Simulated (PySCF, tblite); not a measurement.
# B3H7N3O+, a small gas-phase stand-in for a defect centre (BN ring, N edge): NMR shifts, core binding energies, electronic excitations and spin-spin couplings, part 2 of 2

tblite 0.8.0 and PySCF 2.14.0. Atoms count from 0, parts from 1. The steps go on from the part before.

## (6) Ultraviolet spectrum: CAM-B3LYP/def2-SVPD

What the job is given:

```
{"job": {"kind": "uv", "xc": "CAM-B3LYP", "basis": "def2-SVPD", "nstates": 6, "ntriplets": 2, "ip": true}, "charge": 1, "multiplicity": 1}
B     -1.083712    -0.755280     0.403846
N     -1.015123    -1.013000    -0.976183
B     -0.040723    -0.450888    -1.867274
N      0.938596     0.438956    -1.301049
B      0.989392     0.784052     0.055944
N     -0.042940     0.153988     0.856685
O     -0.066134     0.456171     2.259659
H     -1.880896    -1.199224     1.180708
H     -1.708046    -1.640494    -1.371992
H     -0.040281    -0.710014    -3.037971
H      1.629923     0.842873    -1.924808
H      1.782151     1.524219     0.579067
H     -0.211439     1.411203     2.430814
H      0.740700     0.142063     2.721000
```

With the program's defaults for keys left out, this is: TDDFT CAM-B3LYP/def2-SVPD, vertical, gas phase, core orbitals frozen in the response.

Log:

```text
coarse grid: 11872 points
cycle   1  E = -317.6345142355  dE =  1.470e+00  |g| = 5.381e-01  |ddm| = 9.864e+00
cycle   2  E = -317.6515198596  dE = -1.701e-02  |g| = 5.356e-01  |ddm| = 2.342e+00
cycle   3  E = -317.7117716442  dE = -6.025e-02  |g| = 8.365e-02  |ddm| = 9.708e-01
cycle   4  E = -317.7132957398  dE = -1.524e-03  |g| = 1.591e-02  |ddm| = 2.260e-01
cycle   5  E = -317.7133507685  dE = -5.503e-05  |g| = 6.187e-03  |ddm| = 7.205e-02
cycle   6  E = -317.7133595229  dE = -8.754e-06  |g| = 1.660e-03  |ddm| = 1.433e-02
final grid: 115416 points
cycle   7  E = -317.7613834049  dE = -3.443e-05  |g| = 6.823e-03  |ddm| = 1.185e-01
cycle   8  E = -317.7613822622  dE =  1.143e-06  |g| = 7.446e-03  |ddm| = 2.693e-02
cycle   9  E = -317.7613933825  dE = -1.112e-05  |g| = 2.976e-04  |ddm| = 1.030e-02
cycle  10  E = -317.7613933970  dE = -1.458e-08  |g| = 2.473e-04  |ddm| = 1.576e-03
cycle  11  E = -317.7613934097  dE = -1.270e-08  |g| = 4.041e-05  |ddm| = 4.436e-04
cycle  12  E = -317.7613934102  dE = -4.808e-10  |g| = 1.195e-05  |ddm| = 1.223e-04
converged SCF energy = -317.7613934102

Static polarisability (au): isotropic 61.759, principal 42.384 66.002 76.891

Singlet excitations
state   eV       nm        f      main configurations
  1   6.4255    193.0   0.00019   H-1->L 0.75, H-1->L+3 0.12
  2   6.5837    188.3   0.00005   H->L 0.90
  3   6.9887    177.4   0.02528   H->L+1 0.30, H->L+2 0.25, H-1->L+1 0.22
  4   7.6205    162.7   0.07495   H->L+1 0.54, H->L+2 0.21, H-1->L+1 0.14
  5   7.7380    160.2   0.01507   H-3->L 0.75, H->L+2 0.08
  6   7.8177    158.6   0.00086   H-1->L+3 0.68, H-1->L 0.15

Triplet excitations (Tamm-Dancoff, eV): 5.6595 6.1633
Vertical ionisation energy (delta-SCF) = 14.9885 eV
Vertical electron affinity (delta-SCF) = 4.2833 eV
```

Run time: 2.2 min. Hardware: 1 thread of Arm Neoverse V2, shared host; peak memory 1 GiB.

Frontier orbitals and where they lie:

```
orbital      eV                        atoms
 HOMO−3  -15.80    B0 20 %, H7 17 %, B4 14 %
 HOMO−2  -15.14     B2 36 %, H9 32 %, N1 9 %
 HOMO−1  -14.77    N5 28 %, N3 24 %, N1 19 %
   HOMO  -14.19     N1 37 %, N3 31 %, B0 9 %
   LUMO   -5.04  O6 34 %, H13 18 %, H12 18 %
 LUMO+1   -3.85    B4 30 %, O6 16 %, N5 10 %
 LUMO+2   -3.31    B0 36 %, N1 13 %, B2 12 %
```

With each of the 6 states as a Gaussian band of 0.4 eV half-width at 1/e, the curve within the window shown has maxima at 163 nm (ε 3,700) L/(mol cm). Beyond the last state computed it falls off for lack of states. The curve at chosen wavelengths:

| nm | ε (L/mol/cm) |
| --- | --- |
| 153 | 915 |
| 155 | 1570 |
| 158 | 2717 |
| 160 | 3345 |
| 163 | 3706 |
| 165 | 3521 |
| 167 | 3106 |
| 170 | 2371 |
| 172 | 1963 |
| 175 | 1544 |
| 177 | 1352 |
| 179 | 1184 |
| 182 | 925 |
| 184 | 746 |
| 187 | 493 |
| 189 | 353 |
| 191 | 241 |
| 194 | 127 |
| 196 | 79 |
| 199 | 38 |
| 201 | 23 |
| 203 | 13 |
| 206 | 6 |
| 208 | 4 |
| 211 | 2 |
| 213 | 1 |

Further results of this job:

```
           property  computed
polarisability (Å³)      9.15
 HOMO–LUMO gap (eV)      9.15
      −ε(HOMO) (eV)     14.19
```

## (7) Spin-spin couplings: B3LYP/pcJ-1

Settings changed since step 6:

```diff
@@ -1,2 +1,2 @@
-{"job": {"kind": "uv", "xc": "CAM-B3LYP", "basis": "def2-SVPD", "nstates": 6, "ntriplets": 2, "ip": true}, "charge": 1, "multiplicity": 1}
+{"job": {"kind": "j", "xc": "B3LYP", "basis": "pcJ-1"}, "charge": 1, "multiplicity": 1}
 B     -1.083712    -0.755280     0.403846
```

Level: B3LYP/pcJ-1 indirect spin-spin coupling, non-relativistic, gas phase.

Log:

```text
coarse grid: 11872 points
cycle   1  E = -318.0175533969  dE =  1.244e+00  |g| = 5.929e-01  |ddm| = 3.010e+00
cycle   2  E = -317.9411239938  dE =  7.643e-02  |g| = 8.405e-01  |ddm| = 9.690e-01
cycle   3  E = -318.0935135226  dE = -1.524e-01  |g| = 1.314e-01  |ddm| = 5.772e-01
cycle   4  E = -318.0968900323  dE = -3.377e-03  |g| = 3.349e-02  |ddm| = 9.582e-02
cycle   5  E = -318.0971000545  dE = -2.100e-04  |g| = 1.305e-02  |ddm| = 3.049e-02
cycle   6  E = -318.0971344075  dE = -3.435e-05  |g| = 3.231e-03  |ddm| = 9.046e-03
cycle   7  E = -318.0971363982  dE = -1.991e-06  |g| = 7.178e-04  |ddm| = 2.036e-03
final grid: 115416 points
cycle   8  E = -318.1455335957  dE = -1.237e-04  |g| = 8.673e-03  |ddm| = 1.873e-02
cycle   9  E = -318.1455177585  dE =  1.584e-05  |g| = 1.242e-02  |ddm| = 1.071e-02
cycle  10  E = -318.1455478245  dE = -3.007e-05  |g| = 7.132e-04  |ddm| = 6.496e-03
cycle  11  E = -318.1455478347  dE = -1.022e-08  |g| = 6.983e-04  |ddm| = 8.073e-04
cycle  12  E = -318.1455479287  dE = -9.402e-08  |g| = 4.583e-05  |ddm| = 3.976e-04
cycle  13  E = -318.1455479290  dE = -3.359e-10  |g| = 2.271e-05  |ddm| = 4.092e-05
converged SCF energy = -318.1455479290

Indirect spin-spin couplings (Hz)
  i      j    bonds     total        FC       PSO       DSO        SD
  0 B    1 N    1    -29.055   -31.521     2.842    -0.107    -0.269
  0 B    2 B    2     -1.317    -1.414     0.186    -0.081    -0.008
  0 B    3 N    3     -1.166    -0.975    -0.039     0.004    -0.156
  0 B    4 B    2      1.267     1.328     0.080    -0.069    -0.073
  0 B    5 N    1    -23.999   -26.071     2.363    -0.136    -0.155
  0 B    6 O    2    -11.219   -11.416     0.203     0.004    -0.010
  0 B    7 H    1    173.336   173.011    -1.200     1.038     0.487
  0 B    8 H    2      0.170     1.311    -0.379    -0.666    -0.096
  0 B    9 H    3      5.103     5.120     0.522    -0.525    -0.014
  0 B   10 H    4     -0.406    -0.292     0.583    -0.660    -0.036
  0 B   11 H    3      1.026     1.042     0.491    -0.513     0.006
  0 B   12 H    3      1.628     1.766     0.504    -0.637    -0.006
  0 B   13 H    3      1.491     1.632     0.488    -0.622    -0.007
  1 N    2 B    1    -24.409   -26.580     2.467    -0.105    -0.191
  1 N    3 N    2      1.319     1.459    -0.091     0.002    -0.053
  1 N    4 B    3     -1.189    -0.980    -0.041     0.002    -0.169
  1 N    5 N    2      3.305     3.143     0.100     0.010     0.053
  1 N    6 O    3      2.861     2.923    -0.088    -0.016     0.041
  1 N    7 H    2     -1.901    -2.204     0.233     0.085    -0.015
  1 N    8 H    1    -86.699   -83.817    -2.269    -0.311    -0.302
  1 N    9 H    2     -5.443    -5.740     0.249     0.066    -0.018
  1 N   10 H    3     -4.887    -4.967    -0.141     0.221    -0.000
  1 N   11 H    4      0.156     0.136    -0.114     0.128     0.005
  1 N   12 H    4     -0.156    -0.184    -0.118     0.147    -0.000
  2 B    3 N    1    -23.780   -25.863     2.373    -0.106    -0.185
  2 B    4 B    2     -1.317    -1.373     0.154    -0.075    -0.023
  2 B    5 N    3     -3.401    -3.125    -0.115    -0.018    -0.143
  2 B    6 O    4      0.508     0.477    -0.012     0.052    -0.009
  2 B    7 H    3      3.973     3.993     0.496    -0.516    -0.000
  2 B    8 H    2     -1.544    -0.506    -0.308    -0.654    -0.076
  2 B    9 H    1    169.808   169.529    -1.165     0.936     0.508
  2 B   10 H    2     -1.545    -0.542    -0.277    -0.655    -0.071
  2 B   11 H    3      3.688     3.709     0.490    -0.511     0.001
  3 N    4 B    1    -30.095   -32.579     2.884    -0.108    -0.292
  3 N    5 N    2      2.868     2.700     0.090     0.009     0.069
  3 N    6 O    3      0.856     0.857    -0.048    -0.017     0.064
  3 N    7 H    4      0.152     0.130    -0.113     0.129     0.007
  3 N    8 H    3     -5.041    -5.119    -0.142     0.221    -0.001
  3 N    9 H    2     -5.665    -5.951     0.240     0.063    -0.018
  3 N   10 H    1    -87.131   -84.257    -2.255    -0.310    -0.309
  3 N   11 H    2     -1.474    -1.808     0.259     0.082    -0.008
  3 N   12 H    4      0.208     0.178    -0.079     0.110    -0.002
  3 N   13 H    4      0.205     0.177    -0.081     0.111    -0.002
  4 B    5 N    1    -22.554   -24.688     2.427    -0.136    -0.157
  4 B    6 O    2      0.385     0.100     0.304     0.021    -0.041
  4 B    7 H    3      1.044     1.055     0.497    -0.513     0.005
  4 B    8 H    4     -0.407    -0.294     0.583    -0.660    -0.036
  4 B    9 H    3      5.342     5.367     0.516    -0.524    -0.018
  4 B   10 H    2      0.029     1.170    -0.358    -0.684    -0.099
  4 B   11 H    1    160.880   160.612    -1.184     1.063     0.389
  4 B   12 H    3     -0.935    -0.741    -0.091    -0.095    -0.008
  4 B   13 H    3     -0.956    -0.761    -0.065    -0.123    -0.008
  5 N    6 O    1    -14.942   -22.520     4.829     0.055     2.694
  5 N    7 H    2     -0.259    -0.691     0.401     0.020     0.011
  5 N    8 H    3     -8.900    -8.840    -0.258     0.199    -0.002
  5 N    9 H    4      0.231     0.265    -0.132     0.102    -0.004
  5 N   10 H    3     -8.354    -8.293    -0.258     0.200    -0.003
  5 N   11 H    2     -1.086    -1.530     0.415     0.018     0.011
  5 N   12 H    2     -0.973    -0.501    -0.846     0.208     0.167
  5 N   13 H    2     -1.009    -0.558    -0.834     0.209     0.174
  6 O    7 H    3     -8.992    -9.077     0.100    -0.054     0.039
  6 O    8 H    4     -3.273    -3.322    -0.157     0.203     0.003
  6 O    9 H    5     -1.266    -1.274    -0.137     0.159    -0.015
  6 O   10 H    4     -1.303    -1.300    -0.197     0.214    -0.020
  6 O   11 H    3     -8.934    -9.034    -0.018     0.006     0.112
  6 O   12 H    1   -113.206  -107.973    -5.165    -0.288     0.220
  6 O   13 H    1   -113.138  -107.905    -5.166    -0.287     0.221
  7 H    8 H    3      7.492     7.721     0.255    -0.483         -
  7 H    9 H    4      0.165     0.237     1.235    -1.307         -
  7 H   10 H    5     -0.344    -0.235     1.634    -1.744         -
  7 H   11 H    4      2.865     2.949     1.319    -1.404         -
  7 H   12 H    4     -0.302    -0.137     1.338    -1.504         -
  7 H   13 H    4     -0.313    -0.146     1.280    -1.447         -
```

It took 45 s on 1 thread of Arm Neoverse V2, shared host; peak memory 1.1 GiB.

Beyond four bonds or across contacts, the largest of 1 Hz or more: O6–H9 -1.3 Hz.

A choice of the couplings up to four bonds, sorted by the number of bonds, with means over like pairs; isotopes 11B, 1H, 15N, 17O:

```
  pair  bonds  J (Hz)  Fermi contact (Hz)  dihedral (°)
 B0–H7      1   173.3               173.0             –
 B2–H9      1   169.8               169.5             –
B4–H11      1   160.9               160.6             –
O6–H12      1  -113.2              -107.9             –
N3–H10      1   -87.1               -84.3             –
 N1–H8      1   -86.7               -83.8             –
 N3–B4      1   -30.1               -32.6             –
 B0–N1      1   -29.1               -31.5             –
 N1–B2      1   -24.4               -26.6             –
 B0–O6      2   -11.2               -11.4             –
 N3–H9      2    -5.7                -6.0             –
 N1–H9      2    -5.4                -5.7             –
 N1–N5      2     3.3                 3.1             –
 N3–N5      2     2.9                 2.7             –
 N1–H7      2    -1.9                -2.2             –
B2–H10      2    -1.5                -0.5             –
 B2–H8      2    -1.5                -0.5             –
N3–H11      2    -1.5                -1.8             –
 O6–H7      3    -9.0                -9.1             0
O6–H11      3    -8.9                -9.0             0
 N5–H8      3    -8.9                -8.8           180
N5–H10      3    -8.4                -8.3           180
 H7–H8      3     7.5                 7.7             0
 B4–H9      3     5.3                 5.4           180
 B0–H9      3     5.1                 5.1          -180
 N3–H8      3    -5.0                -5.1           180
N1–H10      3    -4.9                -5.0          -180
 O6–H8      4    -3.3                -3.3             –
H7–H11      4     2.9                 2.9             –
O6–H10      4    -1.3                -1.3             –
```

The spin-dipole term was solved for some atoms only; pairs without it lack that part.

Quadrupole couplings from the field gradients of the same density:

```
atom  isotope  eQq/h (MHz)     η
  O6      17O         13.1  0.26
  N5      14N        9.643  0.29
  B2      11B        3.656  0.34
  B0      11B        3.310  0.61
  B4      11B        3.162  0.54
  N3      14N        1.489  0.48
  N1      14N        1.486  0.49
```

## (8) Summary of results

What follows sums up all 2 parts.

```
                                                                   quantity                                   value
                                                                point group                                      Cs
                                       rotational constants (main isotopes)                    5.02, 2.42, 1.65 GHz
$^{1}$H shifts against TMS (PBE0/pcSseg-1, means over atoms taken as alike)  7.68, 6.75, 6.75, 5.51, 5.37, 5.16 ppm
                           $^{11}$B shifts against BF3·OEt2 (PBE0/pcSseg-1)                    30.1, 27.5, 26.8 ppm
                                $^{15}$N shifts against NH3 (PBE0/pcSseg-1)                 282.1, 146.2, 146.1 ppm
                                $^{17}$O shifts against H2O (PBE0/pcSseg-1)                                98.6 ppm
               B1s binding energies, SCAN/pcX-2 (standing for 2 of 3 atoms)                 B4 201.15, B0 201.00 eV
               N1s binding energies, SCAN/pcX-2 (standing for 2 of 3 atoms)                 N5 412.31, N1 409.28 eV
                                           O1s binding energies, SCAN/pcX-2                            O6 549.34 eV
                                       lowest singlet (CAM-B3LYP/def2-SVPD)             6.43 eV (193 nm), f = 0.000
                                   brightest single state of those computed             state 4, 7.62 eV, f = 0.075
                                                             lowest triplet                                 5.66 eV
                                          vertical ionisation energy (ΔSCF)                                14.99 eV
                                          vertical electron affinity (ΔSCF)                                 4.28 eV
                                largest coupling of the table (B3LYP/pcJ-1)            $^{1}J$(B,H) B0–H7, 173.3 Hz
```

**Reading.** The start of the PBE0/def2-SVP relaxation was shaken at random by about 0.01 Å, so part of the energy gained, and of the first lengths quoted, undoes that. Relaxing lowered the energy by 0.342 eV in 13 steps; the close pair that moved most is N5–O6, from 1.499 to 1.435 Å (PBE0/def2-SVP). At SCAN/pcX-2: B4 (boron bonded to 2 N, H) binds its B1s electron 0.15 eV more tightly than B0 (boron bonded to 2 N, H). Only 2 of the 3 B atoms are covered by sound results. At SCAN/pcX-2: The N1s levels kept as sound span 3.03 eV, from N1 (nitrogen bonded to 2 B, H) up to N5 (nitrogen bonded to 2 B, O). Only 2 of the 3 N atoms are covered by sound results. The first singlet state (HOMO−1→LUMO 0.75, HOMO−1→LUMO+3 0.12) lies at 6.43 eV and is dark; of the 6 states computed, the strongest absorption comes from state 4 at 7.62 eV. The lowest triplet lies 0.77 eV below the lowest singlet (triplets in Tamm-Dancoff, singlets in full TDDFT). The orbital energy would give 14.19 eV for ionisation, ΔSCF gives 14.99 eV. Of the pairs tabulated at B3LYP/pcJ-1, B0–H7 couples most strongly (173.3 Hz; Fermi contact 173.0 Hz). Couplings across rotatable bonds belong to this one conformer; where others are populated, the observed values are averages. A capped cluster stands for the solid here, so long-range fields and strain are missing, and bands or shifts of the capping hydrogens have no counterpart in it.
